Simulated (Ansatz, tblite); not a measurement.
# Trans-V(PH3)2F4 (F4H6P2V): a ladder of methods and basis sets

An exercise on one series of results from a longer session: the logs are not shown, and one member is left open.

Program: Ansatz 0.2.0, Gaussian basis. Level of theory: as each input shows. These are calculated values, not measurements.

Plan: GFN1-xTB, GFN2-xTB, PBE-D4/def2-TZVP, r2SCAN-D4/def2-TZVP, PBE-QIDH/def2-TZVP, B2PLYP/def2-TZVP, PBE-D4/def2-SVP, PBE0-D4/def2-SVP, HF/STO-3G, MP2/def2-TZVP, RPA/def2-TZVP.

3 further runs of the same task are left out: 2 that didn't finish, 1 set aside as unsound or not needed.

## The geometry

The doublet was relaxed beforehand with r2SCAN-D4/def2-SVP.

13 atoms, charge 0, spin multiplicity 2.

Bond lengths: F1–V7 1.780 Å, F2–V7 1.780 Å, F3–V7 1.779 Å, F4–V7 1.778 Å, P5–V7 2.541 Å, P5–H8 1.417 Å, P5–H9 1.416 Å, P5–H10 1.417 Å, P6–V7 2.542 Å, P6–H11 1.417 Å, P6–H12 1.416 Å, P6–H13 1.417 Å. Angles: V7–P5–H8 118.0°, V7–P5–H9 115.3°, V7–P5–H10 121.1°, H8–P5–H9 99.6°, H8–P5–H10 99.5°, H9–P5–H10 99.6°, V7–P6–H11 121.2°, V7–P6–H12 114.8°, V7–P6–H13 118.6°, H11–P6–H12 99.6°, H11–P6–H13 99.4°, H12–P6–H13 99.6°, F1–V7–F2 179.8°, F1–V7–F3 87.8°, F1–V7–F4 92.2°, F1–V7–P5 86.4°, F1–V7–P6 93.8°, F2–V7–F3 92.2° and more.

No spin-orbit coupling is included.

PBE0-D4/def2-TZVP was run before; its log isn't repeated, and its numbers join the tables.

Set-up of the first run:

Tight binding, by tblite at 300 K electronic temperature and without a spin-polarisation term:

```python
tblite.interface.Calculator('GFN1-xTB', numbers, positions, charge=0, uhf=1).singlepoint()
```

Tight binding, by tblite at 300 K electronic temperature and without a spin-polarisation term:

```python
tblite.interface.Calculator('GFN2-xTB', numbers, positions, charge=0, uhf=1).singlepoint()
```

start.molden holds the orbitals of an earlier run on this state, given as this run's starting guess.

Contents of in.yaml:

```yaml
crystal:
  periodic: [false, false, false]
  atoms:
    - {symbol: F, position_ang: [1.779475, 0.036374, 0.126780]}
    - {symbol: F, position_ang: [-1.771538, -0.049623, -0.119397]}
    - {symbol: F, position_ang: [0.033692, 1.771372, -0.059037]}
    - {symbol: F, position_ang: [-0.025922, -1.784296, 0.053831]}
    - {symbol: P, position_ang: [-0.018670, -0.011139, 2.541071]}
    - {symbol: P, position_ang: [0.018011, 0.013088, -2.541756]}
    - {symbol: V, position_ang: [0.004287, -0.006866, 0.000367]}
    - {symbol: H, position_ang: [0.442953, 1.147863, 3.212449]}
    - {symbol: H, position_ang: [0.809339, -0.983567, 3.152918]}
    - {symbol: H, position_ang: [-1.218094, -0.235886, 3.261940]}
    - {symbol: H, position_ang: [1.190242, 0.345065, -3.266045]}
    - {symbol: H, position_ang: [-0.889635, 0.925594, -3.132601]}
    - {symbol: H, position_ang: [-0.354143, -1.167987, -3.230521]}
basis:
  gaussian: {orbitals: def2-TZVP, initial_orbitals: start.molden}
magnetization: {spin_polarized: true, initial_magnetization: 1}
hamiltonian: {xc: pbe, dispersion: d4}
scf: {omitted_lower_state_checks: [starts]}
output: {forces: true, orbitals: {seedname: orbitals}}
```

Command:

```bash
$ ansatz run in.yaml --threads 4 --pin off --events-out ev --progress --plain --max-ram 4787MiB
```

Among the steps run: PBE-D4/def2-TZVP; r2SCAN-D4/def2-TZVP; PBE-QIDH/def2-TZVP; B2PLYP/def2-TZVP; PBE-D4/def2-SVP; PBE0-D4/def2-SVP; HF/STO-3G; MP2/def2-TZVP; RPA/def2-TZVP.

One of the session's tables, all rows but one given; the rest of the session is left out.

It belongs to the step «Binding energy». 

| level | binding an atom (eV) |
| --- | --- |
| HF/STO-3G | 2.683 |
| HF/def2-TZVP | 2.087 |
| PBE0-D4/def2-SVP | ? |
| MP2/def2-TZVP | 3.195 |

Q: Estimate the row for PBE0-D4/def2-SVP from the others.

As computed: binding an atom (eV): 3.251. In the column «binding an atom (eV)» it is the highest.

Caveats from the session: Free atoms were run apart at each level; binding is atoms less cluster, divided by the number of atoms, without zero-point or spin-orbit terms.
